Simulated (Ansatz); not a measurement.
# H5NOSeSi: shift of H7 from Si2 to N1, part 2 of 2

Aim: the minimum-energy path and barrier of the shift of H7 from Si2 to N1. The ends are relaxed first, then joined by a nudged elastic band. SMILES of the start: N[SiH](O)[SeH].

Ansatz 0.2.0; RKS PBE/def2-SVP. Earlier steps stand in the parts before.

**7. Another band, settings changed**

crystal.atoms is end A as relaxed above, and neb.final_atoms is end B, turned to lie on A. With 7 inner images the band has 9 in all.

The input, input.yaml:

```yaml
crystal:
  periodic: [false, false, false]
  atoms:
    - { symbol: "N", position_ang: [-0.559646, 1.320973, 0.556575] }
    - { symbol: Si, position_ang: [0.22866, 0.179147, -0.467532] }
    - { symbol: O, position_ang: [1.6978, -0.124737, 0.285362] }
    - { symbol: Se, position_ang: [-0.770724, -1.881454, -0.911226] }
    - { symbol: H, position_ang: [-0.630912, 1.134298, 1.559974] }
    - { symbol: H, position_ang: [-1.390299, 1.806724, 0.210745] }
    - { symbol: H, position_ang: [0.29564, 0.780955, -1.840857] }
    - { symbol: H, position_ang: [2.038571, -1.01003, 0.062275] }
    - { symbol: H, position_ang: [-0.82049, -2.252077, 0.527484] }
basis:
  gaussian: { orbitals: def2-SVP }
hamiltonian:
  xc: pbe
neb:
  order_check: false
  images: 7
  f_tol: 0.03
  max_iterations: 60
  initial_path: linear
  final_atoms:
    - { symbol: "N", position_ang: [-0.4358566, 1.17432156, -0.08264875] }
    - { symbol: Si, position_ang: [0.61893362, -0.32493152, -1.07791508] }
    - { symbol: O, position_ang: [1.52392923, -0.44593883, 0.40113098] }
    - { symbol: Se, position_ang: [-1.2135133, -1.86050506, -0.65928813] }
    - { symbol: H, position_ang: [-0.19392699, 1.05681015, 0.91582823] }
    - { symbol: H, position_ang: [-1.44753895, 1.00879147, -0.20082637] }
    - { symbol: H, position_ang: [-0.20380964, 2.13865891, -0.3631679] }
    - { symbol: H, position_ang: [2.39491071, -0.8519493, 0.24491271] }
    - { symbol: H, position_ang: [-0.95452808, -1.9414584, 0.80477432] }
```

Launch:

```bash
ansatz run input.yaml --threads 2 --pin off --max-ram 3072MiB --backend cpu --events-out ev --progress --plain --runs-dir out
```

Output (excerpt; [...] marks lines left out):

```text
Warning: RAYON_NUM_THREADS=2 ignored (pool sized by the plan → 2); use --threads N
[...]
Functional definition: PBE
[...]
1147 factors; their error is unknown
[...]
mean field -76817.19691890 eV, -2822.9799182034 hartree, gradient 6.9e-5 eV, S^2 0.000000; 0 other end points of the search recorded, 0 dependent functions left out
[...]
reference -76817.19695196 eV, -2822.9799194183 hartree; 34, 34 occupied and 69, 69 virtual orbitals, 1147 factors
[...]
Atom 5 at    -1.408601     1.451938    -0.133316 Å, force    -0.000310     0.000782     0.003571 eV/Å
Atom 6 at     0.318982     1.231438    -1.258344 Å, force     0.001284    -0.000722    -0.002473 eV/Å
Atom 7 at     2.199412    -1.091390     0.510181 Å, force     0.002475    -0.001810    -0.001681 eV/Å
Atom 8 at    -1.268409    -2.029288     0.760867 Å, force    -0.001477     0.000879     0.001589 eV/Å
Dipole moment:     0.073843     0.374362     0.271712 e Å
this run last wrote the band of iteration 18 to <dir>
```

Wall time 3.5 min (2 threads of Arm Neoverse V1, shared host); peak memory 0.14 GiB.

**8. The band, image by image**

The 7 inner images lie between the fixed ends 0 and 8. Energy is taken from image 0, and the path length is the program's own coordinate along the band.

```
image  path (Å)  energy (eV)  H7–Si2 (Å)  H7–N1 (Å)  band force (eV/Å)
    0     0.000       0.0000        1.50       2.60                  -
    1     0.681       0.0299        1.50       2.67              0.025
    2     1.362       0.0548        1.51       2.72              0.017
    3     2.043       1.0450        1.50       2.16              0.016
   4*     2.723       2.5998        1.64       1.44              0.009
    5     3.215       1.6363        2.02       1.06              0.008
    6     3.707       1.1521        2.47       1.03              0.010
    7     4.200       1.0393        2.69       1.03              0.006
    8     4.693       1.0314        2.69       1.03                  -
```

The star marks the climbing image.

image, energy (eV) and a bar:
```
        0      0.000 
        1      0.030 
        2      0.055 #
        3      1.045 ############
        4      2.600 ##############################
        5      1.636 ###################
        6      1.152 #############
        7      1.039 ############
        8      1.031 ############
```

**9. Dynamics from the top**

It starts at the highest inner image of the first converged band: 200 steps of 0.5 fs at constant energy, with velocities drawn for 300 K.

The input, input.yaml:

```yaml
crystal:
  periodic: [false, false, false]
  atoms:
    - { symbol: "N", position_ang: [-0.538118, 1.220162, 0.267372] }
    - { symbol: Si, position_ang: [0.385415, -0.110606, -0.727853] }
    - { symbol: O, position_ang: [1.566101, -0.430581, 0.454704] }
    - { symbol: Se, position_ang: [-1.078, -1.932866, -0.946671] }
    - { symbol: H, position_ang: [-0.112526, 1.642385, 1.105799] }
    - { symbol: H, position_ang: [-1.565595, 1.250218, 0.280564] }
    - { symbol: H, position_ang: [0.026819, 1.455174, -1.034773] }
    - { symbol: H, position_ang: [2.353788, -0.87042, 0.085362] }
    - { symbol: H, position_ang: [-0.949285, -2.269668, 0.498295] }
basis:
  gaussian: { orbitals: def2-SVP }
hamiltonian:
  xc: pbe
md:
  timestep: 0.5
  n_steps: 200
  ensemble: nve
  temperature: 300.0
  initial_velocities: maxwell_boltzmann
  seed: 8018
```

Launch:

```bash
ansatz run input.yaml --threads 2 --pin off --max-ram 3072MiB --backend cpu --events-out ev --progress --plain --runs-dir out
```

Output (excerpt; [...] marks lines left out):

```text
Warning: RAYON_NUM_THREADS=2 ignored (pool sized by the plan → 2); use --threads N
[...]
[... 1 set-up line as earlier in the session ...]
[...]
1147 factors; their error is unknown
[...]
mean field -76814.59717404 eV, -2822.8843793418 hartree, gradient 4.8e-5 eV, S^2 0.000000; 0 other end points of the search recorded, 0 dependent functions left out
[...]
reference -76814.59720734 eV, -2822.8843805658 hartree; 34, 34 occupied and 69, 69 virtual orbitals, 1147 factors
[...]
md step    96: t =    48.00 fs  T =   941.0 K  F+E_penalty+E_count = -76815.17667431 eV  E_kin = 0.851476 eV  conserved = -76814.32519826 eV  (31 SCF iters)
md step    97: t =    48.50 fs  T =   877.1 K  F+E_penalty+E_count = -76815.11823808 eV  E_kin = 0.793611 eV  conserved = -76814.32462746 eV  (31 SCF iters)
md step    98: t =    49.00 fs  T =   844.7 K  F+E_penalty+E_count = -76815.08844488 eV  E_kin = 0.764289 eV  conserved = -76814.32415624 eV  (32 SCF iters)
```

**10. The output, continued: dynamics from the highest image of the converged band**

The log, continued (excerpt; [...] marks lines left out):

```text
md step    99: t =    49.50 fs  T =   851.7 K  F+E_penalty+E_count = -76815.09456059 eV  E_kin = 0.770633 eV  conserved = -76814.32392733 eV  (31 SCF iters)
[...]
md step   124: t =    62.00 fs  T =   953.4 K  F+E_penalty+E_count = -76815.19353840 eV  E_kin = 0.862684 eV  conserved = -76814.33085455 eV  (32 SCF iters)
[...]
Atom 5 at    -1.827212     1.048587     0.518139 Å, force     2.308346     1.747666     0.474783 eV/Å
Atom 6 at    -1.080936     2.713433     0.525328 Å, force     0.281169    -2.968881     0.912875 eV/Å
Atom 7 at     2.098611    -0.055489     0.410738 Å, force     0.758489     0.559896     0.220144 eV/Å
Atom 8 at    -1.245927    -1.937060     0.577507 Å, force     0.290914    -0.002799     0.169005 eV/Å
Dipole moment:    -0.056962     0.503306     0.495082 e Å
```

Wall time 5.5 min (2 threads of Arm Neoverse V1, shared host); peak memory 0.15 GiB.

**11. Frames and traces**

The trajectory, every 11 steps (energies from step 0):

```
time (fs)  T (K)  potential energy change (meV/atom)  total energy change (meV/atom)  H7–Si2 (Å)  H7–N1 (Å)
      0.0    300                                 0.0                            0.00        1.64       1.44
      5.5    200                                10.1                            0.13        1.78       1.42
     11.0    801                               -51.0                           -0.55        1.80       1.03
     16.5   1017                               -72.0                            0.03        2.35       1.20
     22.0   1587                              -130.5                           -1.11        2.64       1.01
     27.5   1163                               -86.7                            0.10        3.10       1.19
     33.0   1135                               -84.4                           -0.44        3.08       0.93
     38.5    794                               -49.4                            0.27        3.49       1.21
     44.0    743                               -43.7                            0.84        3.36       0.90
     49.5    852                               -55.3                            0.20        3.73       1.20
     55.0    910                               -61.8                           -0.49        3.60       0.95
     60.5    661                               -36.1                            0.20        3.85       1.17
     66.0    836                               -54.4                           -0.54        3.73       1.01
     71.5    732                               -43.7                           -0.24        3.79       1.08
     77.0    861                               -57.0                           -0.55        3.80       1.08
     82.5   1082                               -79.3                           -0.67        3.82       0.99
     88.0    996                               -70.3                           -0.33        4.04       1.15
     93.5   1059                               -76.8                           -0.52        3.90       0.96
     99.0    796                               -49.9                           -0.04        4.01       1.14
    100.0    609                               -30.8                            0.27        4.00       1.13
```

time (fs), T (K) and a bar:
```
      0.0        300 ##
      4.5        195 
      8.5        476 ######
     13.0        664 ##########
     17.5        822 ##############
     21.5       1583 ##############################
     26.0       1562 ##############################
     30.5       1168 #####################
     35.0       1245 #######################
     39.0        757 ############
     43.5        778 #############
     48.0        941 ################
     52.0       1227 ######################
     56.5       1028 ##################
     61.0        753 ############
     65.0        643 ##########
     69.5        443 #####
     74.0        541 #######
     78.5        714 ###########
     82.5       1082 ###################
     87.0       1072 ###################
     91.5        904 ###############
     95.5        786 #############
    100.0        609 #########
```

Bonds that form or break, judged by distance (formed within 1.15 times the sum of covalent radii and held on average over 12 fs, broken when stretched by half; pairs already stretched at the start don't count as bonds):

```
time (fs)    bond   event
     10.0   N1–H7   forms
     53.5  N1–Si2  breaks
```

The last frame stands with a bonding of neither end.

**12. Dynamics from the top**

It starts at the highest inner image of the first converged band: 200 steps of 0.5 fs at constant energy, with velocities drawn for 100 K.

input.yaml, as its differences from that of step 9:

```diff
@@ -20,4 +20,4 @@
   ensemble: nve
-  temperature: 300.0
+  temperature: 100.0
   initial_velocities: maxwell_boltzmann
-  seed: 8018
+  seed: 8019
```

Launch:

```bash
ansatz run input.yaml --threads 2 --pin off --max-ram 3072MiB --backend cpu --events-out ev --progress --plain --runs-dir out
```

Output (excerpt; [...] marks lines left out):

```text
Warning: RAYON_NUM_THREADS=2 ignored (pool sized by the plan → 2); use --threads N
[...]
[... 1 set-up line as earlier in the session ...]
[...]
1147 factors; their error is unknown
[...]
mean field -76814.59717404 eV, -2822.8843793418 hartree, gradient 4.8e-5 eV, S^2 0.000000; 0 other end points of the search recorded, 0 dependent functions left out
[...]
reference -76814.59720734 eV, -2822.8843805658 hartree; 34, 34 occupied and 69, 69 virtual orbitals, 1147 factors
[...]
md step    96: t =    48.00 fs  T =   877.7 K  F+E_penalty+E_count = -76815.30057669 eV  E_kin = 0.794127 eV  conserved = -76814.50644937 eV  (31 SCF iters)
md step    97: t =    48.50 fs  T =   908.9 K  F+E_penalty+E_count = -76815.32922420 eV  E_kin = 0.822366 eV  conserved = -76814.50685804 eV  (30 SCF iters)
md step    98: t =    49.00 fs  T =   952.9 K  F+E_penalty+E_count = -76815.36990008 eV  E_kin = 0.862186 eV  conserved = -76814.50771447 eV  (30 SCF iters)
```

**13. The log goes on: dynamics from the highest image of the converged band**

Output, continued (excerpt; [...] marks lines left out):

```text
md step    99: t =    49.50 fs  T =   995.5 K  F+E_penalty+E_count = -76815.40974402 eV  E_kin = 0.900758 eV  conserved = -76814.50898624 eV  (30 SCF iters)
[...]
md step   124: t =    62.00 fs  T =   605.1 K  F+E_penalty+E_count = -76815.05328501 eV  E_kin = 0.547524 eV  conserved = -76814.50576142 eV  (30 SCF iters)
[...]
Atom 5 at    -2.023717     1.008122     0.291008 Å, force     2.174638     0.639918     0.095107 eV/Å
Atom 6 at    -1.148978     2.188562     0.986673 Å, force     0.040837     1.140011     0.473742 eV/Å
Atom 7 at     2.096661     0.034310     0.520705 Å, force    -0.276722    -0.254529    -0.001149 eV/Å
Atom 8 at    -1.284936    -2.143531     0.544069 Å, force     0.323621     0.098757     0.514933 eV/Å
Dipole moment:    -0.032684     0.426064     0.578770 e Å
```

It took 5.5 min on 2 threads of Arm Neoverse V1, shared host; peak memory 0.16 GiB.

**14. What the atoms did**

The trajectory, every 15 steps (energies from step 0):

```
time (fs)  T (K)  potential energy change (meV/atom)  total energy change (meV/atom)  H7–Si2 (Å)  H7–N1 (Å)
      0.0    100                                 0.0                            0.00        1.64       1.44
      7.5    272                               -17.2                            0.08        1.74       1.25
     15.0   1186                              -109.6                           -0.38        2.34       1.09
     22.5   1112                              -101.6                            0.19        2.78       0.94
     30.0   1142                              -105.0                           -0.21        3.18       1.09
     37.5    796                               -69.9                            0.13        3.40       1.15
     45.0   1052                               -96.0                           -0.36        3.46       1.05
     52.5    870                               -77.3                            0.09        3.49       0.94
     60.0    777                               -68.4                           -0.24        3.66       1.05
     67.5    642                               -54.6                           -0.09        3.70       1.14
     75.0    454                               -35.6                            0.00        3.59       1.06
     82.5    783                               -69.2                           -0.46        3.63       0.97
     90.0    875                               -78.0                           -0.06        3.80       1.01
     97.5    707                               -61.1                           -0.10        3.94       1.08
    100.0    662                               -56.4                            0.02        3.88       1.01
```

time (fs), T (K) and a bar:
```
      0.0        100 
      4.5        101 
      8.5        398 #######
     13.0        969 ######################
     17.5        840 ##################
     21.5       1305 ##############################
     26.0       1236 ############################
     30.5       1198 ###########################
     35.0       1233 ############################
     39.0        792 #################
     43.5        887 ####################
     48.0        878 ###################
     52.0        844 ###################
     56.5        892 ####################
     61.0        704 ###############
     65.0        760 ################
     69.5        588 ############
     74.0        453 #########
     78.5        556 ###########
     82.5        783 #################
     87.0        903 ####################
     91.5       1007 #######################
     95.5        752 ################
    100.0        662 ##############
```

Bonds that form or break, judged by distance (formed within 1.15 times the sum of covalent radii and held on average over 12 fs, broken when stretched by half; pairs already stretched at the start don't count as bonds):

```
time (fs)    bond   event
      9.5   N1–H7   forms
     51.5  N1–Si2  breaks
```

The last frame stands with a bonding of neither end.

**15. Outcome**

This closing draws on all 2 parts.

```
                                quantity                                                      value
                                   end A                                    9 moves, 0.480 eV lower
                                   end B                                   13 moves, 2.440 eV lower
            first band: barrier forwards                                                    2.60 eV
           first band: barrier backwards                                                    1.57 eV
first band: second end relative to first                                                  +1.031 eV
               first band: highest image                                      4 of 0 to 8, climbing
             first band: band iterations                                                         22
              imaginary modes at the top                                                 1324i cm⁻¹
                             second band  top 2.600 eV above image 0, 18 iterations, 7 inner images
             time, first and second band                                        4.1 min and 3.5 min
       trajectory at 300 K, after 100 fs                    with a bonding of neither end, at 609 K
       trajectory at 100 K, after 100 fs                    with a bonding of neither end, at 662 K
```

In words: In the first band: the top lies 2.60 eV above the first end, or 101 kT at room temperature; with a typical attempt rate of 10^13 per second that is roughly 10^-31 events a second. Going back costs 1.57 eV, since the second end is 1.03 eV above the first. By distance, end A alone has Si2–H7 and end B alone has N1–H7. One imaginary mode, as a first-order saddle point has. The second band's top agrees with the first's to 1 meV, so the changed settings hardly move the height. These are electronic energies, with no zero-point or thermal terms. Tunnelling, which matters where hydrogen moves, is missing too. Semilocal functionals tend to give barriers that are too low.
